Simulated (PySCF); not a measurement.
# AgCd (CdAg): the cost of one run

Computed with PySCF 2.14.0 and routines of our own; the level stands in each step. Atoms count from 0.

### 1 The system as given

2 atoms, charge 0, multiplicity 2; geometry from: GFN2-xTB.

### 2 Relaxing the molecule at PBE0-D3(BJ)/def2-SVP

What the job is given:

```
{"job": {"xc": "PBE0", "basis": "def2-SVP", "d3": "d3bj", "grid": 1, "maxiter": 30, "shake": 0.01, "kind": "geom"}, "charge": 0, "multiplicity": 2}
Ag     1.376140    -0.028750     0.001700
Cd    -1.358650    -0.000070    -0.013820
```

The run is started by

```bash
> OMP_NUM_THREADS=1 python heavy_run.py task.json out
```

One launch serves the whole session: the jobs run in the order shown.

**Question.** How long does this first job take on 1 thread of Arm Neoverse V1, shared host, and how much memory does it need?

About 7.1 s, with a peak of 0.29 GiB.
